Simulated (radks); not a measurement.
# Exchange and kinetic functionals tested on atomic densities: Be, Cs, B⁴⁺, Mg⁺, Mn¹⁵⁺, Sr²⁺

Aim: take each self-consistent density and evaluate many functionals on it, against the exact exchange and kinetic energies of the same orbitals. Every spin shell is full or empty, so the densities are truly spherical.

Program: radks (a radial shooting solver on a logarithmic mesh, Libxc functionals) version 1. Level of theory: non-relativistic Kohn-Sham, r2SCAN, spin-polarised, spherical densities, point nucleus; open shells are filled with parallel spins first. These are calculated values, not measurements, unless marked.

### 1 The atom as given

```
species : Be ([He] 2s2), Cs ([Xe] 6s1), B⁴⁺ (1s1), Mg⁺ ([Ne] 3s1), Mn¹⁵⁺ ([Ne]), Sr²⁺ ([Kr])
```

In the logs a row gives level, spin channel, occupation and eigenvalue; Etot, Ekin, Encl (electron-nucleus), Eh (Hartree) and Exc are energies, all in hartree; err is the last residual, it the number of iterations.

### 2 Be, [He] 2s2

Input:

```text
Z 4
configuration [He] 2s2
relativity non-relativistic
functional r2scan,r2scan
spin polarised
nucleus point
```

The program printed:

```text
1s      1   1.0000          -3.99161693
2s      1   1.0000          -0.21115301
1s      2   1.0000          -3.99161693
2s      2   1.0000          -0.21115301
Etot -14.64908663271217
Ekin 14.5821499270809
Encl -33.65302140069032
Eh 7.163712857809839
Exc -2.7419280169125853
err 1.3698205640775183e-07
it 11
```

Highest occupied level: 2s at -5.746 eV. Exact exchange of these orbitals: -2.66471 hartree.

Sizes of the orbitals, from the radial functions (bohr):

| level | occupation | energy (eV) | <r> | outermost maximum (interpolated) | 90 % within | nodes |
| --- | --- | --- | --- | --- | --- | --- |
| 1s | 2 | -108.62 | 0.4183 | 0.266 | 0.753 | 0 |
| 2s | 2 | -5.746 | 2.619 | 2.05 | 4.15 | 1 |

The radial density on a logarithmic grid:

| r (bohr) | 4πr²ρ (e/bohr) |
| --- | --- |
| 0.0139 | 0.07724 |
| 0.0190 | 0.1384 |
| 0.0261 | 0.2480 |
| 0.0357 | 0.4288 |
| 0.0488 | 0.7213 |
| 0.0671 | 1.182 |
| 0.0917 | 1.817 |
| 0.125 | 2.605 |
| 0.171 | 3.403 |
| 0.236 | 3.930 |
| 0.322 | 3.817 |
| 0.440 | 2.966 |
| 0.606 | 1.696 |
| 0.828 | 0.7479 |
| 1.13 | 0.4888 |
| 1.55 | 0.6828 |
| 2.13 | 0.8050 |
| 2.91 | 0.5959 |
| 3.97 | 0.2555 |
| 5.47 | 0.05288 |
| 7.47 | 0.004744 |

### 3 Cs, [Xe] 6s1

Input:

```text
Z 55
configuration [Xe] 6s1
relativity non-relativistic
functional r2scan,r2scan
spin polarised
nucleus point
```

The program printed:

```text
1s      1   1.0000       -1260.11329496
2s      1   1.0000        -193.10019290
2p      1   3.0000        -181.82530253
3s      1   1.0000         -40.32747490
3p      1   3.0000         -35.52147163
3d      1   5.0000         -26.61442956
4s      1   1.0000          -7.66393521
4p      1   3.0000          -5.91618832
4d      1   5.0000          -2.90288791
5s      1   1.0000          -0.94304162
5p      1   3.0000          -0.51956895
6s      1   1.0000          -0.08221444
1s      2   1.0000       -1260.11315381
2s      2   1.0000        -193.10012757
2p      2   3.0000        -181.82521717
3s      2   1.0000         -40.32734200
3p      2   3.0000         -35.52132461
3d      2   5.0000         -26.61428647
4s      2   1.0000          -7.66354075
4p      2   3.0000          -5.91577292
4d      2   5.0000          -2.90232121
5s      2   1.0000          -0.94170999
5p      2   3.0000          -0.51819255
6s      2   0.0000          -0.04597928
Etot -7556.630900051143
Ekin 7554.018221592652
Encl -17911.61900827656
Eh 2987.748948403949
Exc -186.7790617711815
err 3.998466161490058e-06
it 13
```

The top filled level is 6s up, -2.237 eV. Exact exchange of these orbitals: -184.064 hartree.

### 4 B⁴⁺, 1s1

Input:

```text
Z 5
configuration 1s1
relativity non-relativistic
functional r2scan,r2scan
spin polarised
nucleus point
```

The program printed:

```text
1s      1   1.0000         -11.46758828
Etot -12.50015340096936
Ekin 12.500153391549075
Encl -24.99998944321924
Eh 1.5605176251395168
Exc -1.5608349744387127
err 1.7025373395482728e-07
it 7
```

Highest occupied level: 1s up at -312.05 eV. Exact exchange of these orbitals: -1.56052 hartree.

### 5 Mg⁺, [Ne] 3s1

Input:

```text
Z 12
configuration [Ne] 3s1
relativity non-relativistic
functional r2scan,r2scan
spin polarised
nucleus point
```

The program printed:

```text
1s      1   1.0000         -46.87252551
2s      1   1.0000          -3.36657329
2p      1   3.0000          -2.09735128
3s      1   1.0000          -0.44294837
1s      2   1.0000         -46.86940998
2s      2   1.0000          -3.36345039
2p      2   3.0000          -2.09250808
3s      2   0.0000          -0.34396383
Etot -199.77349978780632
Ekin 199.44049189459264
Encl -475.1323113302533
Eh 92.16622635324286
Exc -16.247906705388527
err 4.939279367713098e-07
it 13
```

3s up is the highest filled level (-12.053 eV). Exact exchange of these orbitals: -15.8413 hartree.

### 6 Mn¹⁵⁺, [Ne]

Input:

```text
Z 25
configuration [Ne]
relativity non-relativistic
functional r2scan,r2scan
spin polarised
nucleus point
```

The program printed:

```text
1s      1   1.0000        -252.94942110
2s      1   1.0000         -44.02023138
2p      1   3.0000         -40.22761840
1s      2   1.0000        -252.94942110
2s      2   1.0000         -44.02023138
2p      2   3.0000         -40.22761840
Etot -1046.8664736448823
Ekin 1046.4739531663613
Encl -2280.4548644625147
Eh 226.01615876817266
Exc -38.901721116901406
err 1.348510913061983e-07
it 10
```

The top filled level is 2p, -1094.6 eV. Exact exchange of these orbitals: -38.4905 hartree.

### 7 Sr²⁺, [Kr]

Input:

```text
Z 38
configuration [Kr]
relativity non-relativistic
functional r2scan,r2scan
spin polarised
nucleus point
```

The program printed:

```text
1s      1   1.0000        -575.60829740
2s      1   1.0000         -77.66626606
2p      1   3.0000         -70.71609678
3s      1   1.0000         -12.57798538
3p      1   3.0000         -10.00848002
3d      1   5.0000          -5.38578577
4s      1   1.0000          -2.00074009
4p      1   3.0000          -1.36136877
1s      2   1.0000        -575.60829740
2s      2   1.0000         -77.66626606
2p      2   3.0000         -70.71609678
3s      2   1.0000         -12.57798538
3p      2   3.0000         -10.00848002
3d      2   5.0000          -5.38578577
4s      2   1.0000          -2.00074009
4p      2   3.0000          -1.36136877
Etot -3132.7602485469706
Ekin 3131.152476128406
Encl -7451.039639044815
Eh 1290.5888001227436
Exc -103.46188575330447
err 1.0437722698241503e-06
it 10
```

4p is the highest filled level (-37.045 eV). Exact exchange of these orbitals: -101.683 hartree.

### 8 Summary of results

| error in magnitude (%) | Be | Cs | B⁴⁺ | Mg⁺ | Mn¹⁵⁺ | Sr²⁺ |
| --- | --- | --- | --- | --- | --- | --- |
| exchange, LDA | -13.22 | -4.70 | -14.21 | -8.61 | -8.31 | -5.47 |
| exchange, RPBE | +0.59 | -0.27 | -0.37 | +0.21 | -0.34 | -0.21 |
| exchange, PW91 | -0.73 | -0.03 | -1.76 | -0.07 | -0.54 | -0.03 |
| exchange, PW86 | +0.63 | -0.25 | -0.32 | +0.71 | -0.02 | -0.04 |
| exchange, OPTX | +0.00 | +1.29 | -0.58 | +0.04 | -0.05 | +0.90 |
| exchange, SOGGA | -5.60 | -2.23 | -6.53 | -3.72 | -3.88 | -2.54 |
| exchange, EV93 | +4.78 | -0.39 | +3.74 | +1.81 | +0.87 | -0.10 |
| exchange, APBE | +0.51 | +0.27 | -0.52 | +0.74 | +0.13 | +0.36 |
| exchange, MS2 | +0.56 | -0.63 | +0.03 | +0.31 | -0.19 | -0.47 |
| kinetic, Thomas-Fermi | -10.06 | -5.16 | -8.29 | -7.88 | -6.53 | -5.75 |
| kinetic, von Weizsacker | -6.25 | -59.70 | +0.00 | -33.56 | -41.22 | -54.44 |
| kinetic, TF + vW | +83.69 | +35.14 | +91.71 | +58.56 | +52.25 | +39.81 |
| kinetic, LC94 | +0.29 | +0.06 | +2.31 | +0.12 | +0.64 | +0.08 |
| kinetic, revAPBEK | +1.12 | +0.27 | +3.05 | +0.68 | +1.07 | +0.36 |
| kinetic, Thakkar | +0.53 | -0.62 | +2.51 | +0.01 | +0.36 | -0.46 |
| kinetic, Pearson | -4.02 | -0.90 | -2.26 | -1.96 | -1.01 | -1.01 |
| kinetic, DePristo-Kress | -1.17 | -0.12 | +3.01 | -0.02 | +0.68 | -0.04 |
| kinetic, Ernzerhof | +2.51 | -0.42 | +6.77 | +0.31 | +0.81 | -0.35 |

**Reading.** Negative means that the magnitude is too small. For exchange the mean absolute error is least for PW86 (0.33 %) and largest for LDA (9.09 %). Among the orbital-free kinetic functionals LC94 (0.58 %) does best and TF + vW (60.20 %) worst. The functionals are evaluated on one density each, not self-consistently.
